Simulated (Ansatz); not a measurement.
## SrFeO3 (distorted cell): a single point, step by step

Computed with the Ansatz DFT code, driven from Python.

Run as a notebook:

**Cell 1**
```python
from collections import Counter

import ansatz as az
from ase import Atoms
import numpy as np
from pymatgen.core import Structure
```

**Cell 2**
```python
atoms = Atoms(
    ["Sr", "Fe", "O", "O", "O"],
    scaled_positions=[
        (0.00127, 0.00039, 0.0042),
        (0.49713, 0.50141, 0.50307),
        (0.99685, 0.49359, 0.49445),
        (0.49536, 0.99688, 0.50329),
        (0.50473, 0.50942, 0.00877),
    ],
    cell=[
        (3.86838, -0.0234, -0.00897),
        (-0.0234, 3.84453, 0.00058),
        (-0.00897, 0.00058, 3.79621),
    ],
    pbc=True,
)
atoms.set_initial_magnetic_moments([0.0, 3.5, 0.0, 0.0, 0.0])
cell = az.Crystal.from_ase(atoms)

# the calculation
calculation = (
    cell.calculation()
    .functional("pbesol", dispersion="D4")
    .basis(31 * az.Ry, density_ratio=4)
    .spin("collinear")
    .kpoints(mesh=(3, 3, 3))
    .occupations("Marzari-Vanderbilt", width=0.1)
    .band_table()
    .bader_charges()
)
done = calculation.run(threads=1)
report = done.report
```

**Cell 3**
```python
report["converged"], report["free_energy_ev"]
```
Output:
```text
(True, -9627.029015176038)
```

**Cell 4**
```python
report["n_iterations"], report["closed_by"]
```
Output:
```text
(18, 'deck_thresholds')
```

**Cell 5**
```python
report["kpoints_frac"][:4]
```
Output:
```text
[[0.0, 0.0, 0.0], [0.0, 0.0, 0.3333333333333333], [0.0, 0.3333333333333333, 0.0],
 [0.0, 0.3333333333333333, 0.3333333333333333]]
```

**Cell 6**
```python
energy = report["free_energy_ev"]
print("SrFeO3: {:.6f} eV = {:.6f} Ry = {:.6f} Ha".format(energy, energy / 13.605693, energy / 27.211386))
print("Fermi level {:.4f} eV, {} k-points, {} symmetry operations".format(report["fermi_energy_ev"], report["n_kpoints"], report["n_symmetry_ops"]))

table = np.array(report["eigenvalues_ev"]) - report["fermi_energy_ev"]
filling = np.array(report["occupations"])
weights = np.tile(report["kweights"], len(table) // len(report["kweights"]))
print("band   lowest  highest (eV from E_F)  electrons")
for band in range(table.shape[1]):
    if table[:, band].max() > -10:
        print(f"{band + 1:4d} {table[:, band].min():8.3f} {table[:, band].max():8.3f} {weights @ filling[:, band]:18.4f}")
print("electrons counted from the table:", round(float(weights @ filling.sum(axis=1)), 5))
```
Output:
```text
SrFeO3: -9627.029015 eV = -707.573588 Ry = -353.786794 Ha
Fermi level 10.1779 eV, 14 k-points, 1 symmetry operations
band   lowest  highest (eV from E_F)  electrons
  12   -5.855   -3.852             2.0000
  13   -5.598   -3.807             2.0000
  14   -5.481   -3.762             2.0000
  15   -4.878   -1.050             2.0000
  16   -4.680   -0.993             2.0000
  17   -4.608   -0.982             2.0000
  18   -2.530   -0.438             2.0000
  19   -2.033   -0.393             2.0000
  20   -1.740   -0.100             2.0141
  21   -1.346    1.527             1.1979
  22   -1.305    1.606             1.0295
  23   -0.632    1.630             1.0177
  24   -0.593    3.992             0.7037
  25   -0.557    4.203             0.0370
  26    5.509    8.085             0.0000
  27    5.679    8.844             0.0000
  28    6.527    8.980             0.0000
  29    8.272    9.667             0.0000
electrons counted from the table: 44.0
```

**Cell 7**
```python
charges = done.bader_charges()
for atom in charges.atoms:
    print(f"Bader charge {atom.symbol:2s} {atom.partial_charge_e:+.3f} e")
```
Output:
```text
Bader charge Sr +1.588 e
Bader charge Fe +1.726 e
Bader charge O  -1.112 e
Bader charge O  -1.107 e
Bader charge O  -1.095 e
```

**Cell 8**
```python
print("site moments (muB):", [round(m, 2) for m in report["site_moments_mub"]])
print("electrons up, down:", [round(n, 3) for n in report["spin_occupation_sums"]])
```
Output:
```text
site moments (muB): [0.01, 2.68, 0.14, 0.14, 0.16]
electrons up, down: [23.741, 20.259]
```

**Cell 9**
```python
fermi = report["fermi_energy_ev"]
print("levels less the Fermi level (eV) at the first k-points")
for k, levels in list(zip(report["kpoints_frac"], report["eigenvalues_ev"]))[:3]:
    print("k = ({:.3f}, {:.3f}, {:.3f})".format(*k))
    print("   ", " ".join(f"{e - fermi:.3f}" for e in levels))
```
Output:
```text
levels less the Fermi level (eV) at the first k-points
k = (0.000, 0.000, 0.000)
    -89.388 -55.510 -55.509 -55.474 -32.204 -18.115 -16.617 -16.544 -14.267 -14.248 -14.231 -4.065 -4.020 -3.988 -3.138 -3.089 -3.081 -1.769 -1.655 -1.415 -1.346 -1.305 -0.632 -0.593 -0.557 5.509 5.679 6.527 8.272
k = (0.000, 0.000, 0.333)
    -89.388 -55.510 -55.509 -55.476 -32.177 -18.078 -16.836 -16.507 -14.206 -14.186 -13.790 -5.757 -4.175 -4.127 -3.726 -3.707 -3.114 -2.439 -2.019 -1.740 -1.183 -1.066 -0.405 -0.395 0.790 7.157 7.205 8.417 8.819
k = (0.000, 0.333, 0.000)
    -89.388 -55.511 -55.509 -55.474 -32.180 -18.128 -16.764 -16.547 -14.207 -14.178 -13.801 -5.636 -4.136 -4.094 -3.760 -3.682 -3.055 -2.506 -2.022 -1.658 -1.153 -1.086 -0.447 -0.412 0.750 6.992 7.185 8.474 8.778
```

**Cell 10**
```python
final = Structure(done.lattice.cell_ang, [s.symbol for s in done.lattice.sites], [s.position_frac for s in done.lattice.sites])
# first shell of each atom, within 15 % of its shortest distance
shortest = {}
for site, neighbours in zip(final, final.get_all_neighbors(5.0)):
    for other in neighbours:
        pair = "-".join(sorted((site.specie.symbol, other.specie.symbol)))
        shortest[pair] = min(shortest.get(pair, 9e9), other.nn_distance)
for pair, distance in sorted(shortest.items(), key=lambda item: item[1]):
    print(f"shortest {pair:6s} {distance:.4f} A")
```
Output:
```text
shortest Fe-O   1.8771 A
shortest O-O    2.6452 A
shortest O-Sr   2.6576 A
shortest Fe-Sr  3.2947 A
shortest Sr-Sr  3.7962 A
shortest Fe-Fe  3.7962 A
```

Reading the output:
- These settings explore the input space; cutoff and mesh may be short of convergence.
- The magnetic order follows from the starting moments and needn't be the lowest.
- Dispersion corrections can be off by several per cent in the lattices of metals, and by several GPa in the pressure at a fixed cell.
- The levels shown are those of the first spin channel.
- For a metal this mesh is far too coarse, so the numbers only illustrate the procedure.
- Only differences from the Fermi energy are physical; the zero of the scale is a convention.
- With one magnetic atom the cell can hold only ferromagnetic order.
- Without a Hubbard U or exact exchange, semilocal functionals often make such 3d compounds metallic or too weakly gapped.
- The cell is a database structure, distorted on purpose.
- Levels are Kohn-Sham eigenvalues on this mesh, without spin-orbit coupling.
- The whole script took 47 s on 1 thread of Arm Neoverse V2 (shared host), peak memory 0.41 GiB.

(Lines on the test bed's own set-up are left out of the output.)
